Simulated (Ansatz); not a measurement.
# CH6ClNOSi: the cost of one run

Computed with Ansatz 0.2.0, Gaussian basis. Level: the settings change from run to run.

## Step 1: The molecule

The geometry comes from an earlier relaxation with PBE0-D4 in a triple-zeta def2 set; it is a stationary point, not always the lowest conformer.

SMILES `C[Si](N)(O)Cl`, 11 atoms, charge 0, spin multiplicity 1.

Atoms are counted from 1 here; the program's logs count them from 0.

Bond lengths: C1–Si2 1.848 Å, C1–H6 1.093 Å, C1–H7 1.092 Å, C1–H8 1.092 Å, Si2–N3 1.694 Å, Si2–O4 1.637 Å, Si2–Cl5 2.088 Å, N3–H9 1.007 Å, N3–H10 1.006 Å, O4–H11 0.958 Å. Angles: Si2–C1–H6 111.0°, Si2–C1–H7 110.6°, Si2–C1–H8 110.1°, H6–C1–H7 107.7°, H6–C1–H8 108.6°, H7–C1–H8 108.7°, C1–Si2–N3 110.1°, C1–Si2–O4 114.7°, C1–Si2–Cl5 106.5°, N3–Si2–O4 106.2°, N3–Si2–Cl5 114.1°, O4–Si2–Cl5 105.3°, Si2–N3–H9 120.4°, Si2–N3–H10 121.0°, H9–N3–H10 111.8°, Si2–O4–H11 116.3°.

## Step 2: wB97M-V/cc-pVTZ-DK

Set apart from the defaults: charge +1, multiplicity 2, a grid of angular degree 47, a point charge of 1.00 e beside it.

File in.yaml:

```yaml
crystal:
  periodic: [false, false, false]
  atoms:
    - {symbol: C, position_ang: [-1.471491, 0.122050, -0.204919]}
    - {symbol: Si, position_ang: [0.328954, 0.150648, 0.211206]}
    - {symbol: N, position_ang: [1.190565, -0.834040, -0.865056]}
    - {symbol: O, position_ang: [0.692854, -0.389178, 1.713540]}
    - {symbol: Cl, position_ang: [0.912887, 2.154925, 0.187704]}
    - {symbol: H, position_ang: [-1.641289, 0.456731, -1.231241]}
    - {symbol: H, position_ang: [-2.030053, 0.785507, 0.458112]}
    - {symbol: H, position_ang: [-1.865524, -0.891294, -0.099711]}
    - {symbol: H, position_ang: [2.156026, -1.059042, -0.687918]}
    - {symbol: H, position_ang: [0.980640, -0.834022, -1.849131]}
    - {symbol: H, position_ang: [0.811829, 0.280816, 2.387915]}
basis:
  gaussian: {orbitals: cc-pVTZ-DK, final_grid: {core_spheres: 20, valence_spheres: 16, degree: 47}, point_charges: [{charge: 1.00, position_ang: [4.802, 0.757, -0.316]}]}
total_charge: 1
magnetization: {spin_polarized: true, initial_magnetization: 1}
hamiltonian: {xc: {name: wB97M-V}}
output: {forces: true}
```

Launch:

```
$ ansatz run in.yaml --threads 4 --pin off --events-out ev --progress --plain --max-ram 10444MiB
```

What time and memory should one allow on 4 threads of Arm Neoverse V1, shared host?

About 56 s, with a peak of 1.6 GiB.
